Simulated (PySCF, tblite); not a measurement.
# C7H11F3P+: geometry, infrared bands and NMR shifts

Wanted: the infrared bands and NMR shifts of C7H11F3P+ (`C=C[P@@H+]1CCC[C@H]1C(F)(F)F`), by calculation.

Programs: tblite 0.8.0 and PySCF 2.14.0, with density-fitted response routines of our own. Each step states its level of theory. These are calculated values for one molecule in the gas phase, unless marked as measured. Atoms count from 0, in the outputs and in this text.

### Step 1. Starting geometry

22 atoms, charge 1, multiplicity 1; geometry from: force field or distance geometry start.

Bonds of the start (Å): C0–C1 1.34, C1–P2 1.73, P2–C3 1.81, C3–C4 1.52, C4–C5 1.54, C5–C6 1.55, C6–C7 1.51, C7–F8 1.35, C7–F9 1.35, C7–F10 1.34, C6–P2 1.84, C0–H11 1.07, C0–H12 1.09, C1–H13 1.09, P2–H14 1.42, C3–H15 1.11, C3–H16 1.10, C4–H17 1.10, C4–H18 1.09, C5–H19 1.10, C5–H20 1.09, C6–H21 1.09.

### Step 2. Relaxing the molecule with GFN2-xTB

What the job is given:

```
{"job": {"kind": "relax", "xc": "GFN2-xTB", "basis": "xTB"}, "charge": 1, "multiplicity": 1}
C      3.045800     0.424400    -0.235600
C      2.043200    -0.362100     0.183400
P      0.555400     0.275200     0.807100
C     -0.347900    -1.164600     1.429000
C     -1.171500    -1.698000     0.268500
C     -1.708300    -0.456100    -0.460200
C     -0.491800     0.469900    -0.690200
C     -0.886400     1.908500    -0.900500
F     -1.690500     2.022600    -1.983100
F     -1.560300     2.398400     0.165900
F      0.189000     2.679400    -1.114400
H      3.963500     0.007300    -0.607000
H      2.935500     1.510300    -0.208900
H      2.207300    -1.443400     0.153500
H      0.683400     1.388900     1.675400
H     -1.016500    -0.829400     2.248900
H      0.321200    -1.930500     1.853200
H     -0.529900    -2.274900    -0.417600
H     -1.980700    -2.346000     0.605400
H     -2.444600     0.038700     0.183400
H     -2.190900    -0.709500    -1.399600
H      0.064600     0.110300    -1.557400
```

The run is started by

```console
OMP_NUM_THREADS=1 python probes_run.py task.json out
```

The driver reads the jobs from task.json and runs them one after another.

**Question.** This job is followed by: GFN2-xTB harmonic vibrations, gas phase; GIAO PBE0/pcSseg-1 NMR shielding, non-relativistic, gas phase. Predict these results of the whole session: strongest single infrared mode (GFN2-xTB); zero-point energy (GFN2-xTB); ¹³C shifts against TMS (PBE0/pcSseg-1); ¹H shifts against TMS (PBE0/pcSseg-1); ³¹P shifts against H3PO4 (PBE0/pcSseg-1); ¹⁹F shifts against CFCl3 (PBE0/pcSseg-1, means over atoms taken as alike).

As calculated:

```
                                                                 quantity                                                                 value
                                strongest single infrared mode (GFN2-xTB)                                                 1246 cm⁻¹, 170 km/mol
                                             zero-point energy (GFN2-xTB)                                                        103.5 kcal/mol
                                   ¹³C shifts against TMS (PBE0/pcSseg-1)                       162.5, 132.5, 117.5, 55.4, 32.9, 31.7, 25.7 ppm
                                    ¹H shifts against TMS (PBE0/pcSseg-1)  7.67, 7.38, 6.31, 6.27, 3.58, 2.99, 2.97, 2.76, 2.76, 2.19, 2.18 ppm
                                 ³¹P shifts against H3PO4 (PBE0/pcSseg-1)                                                              20.4 ppm
¹⁹F shifts against CFCl3 (PBE0/pcSseg-1, means over atoms taken as alike)                                                             -74.8 ppm
```

**Reading.** Over 118 steps the energy fell by 0.356 eV; of the close pairs, C1–P2 changed most, 1.735 to 1.786 Å. No mode is imaginary among the 60: a minimum at this level. The strongest single mode, at 1246 cm⁻¹, has its largest shares on H21, C7 and C6 (the list is cut at 3 atoms). Unscaled tight-binding wavenumbers are off by several per cent, some by more. Its intensities can rank the bands wrongly. At PBE0/pcSseg-1: Shielding is most anisotropic at C0 (span 273 ppm, paramagnetic term -229 ppm).
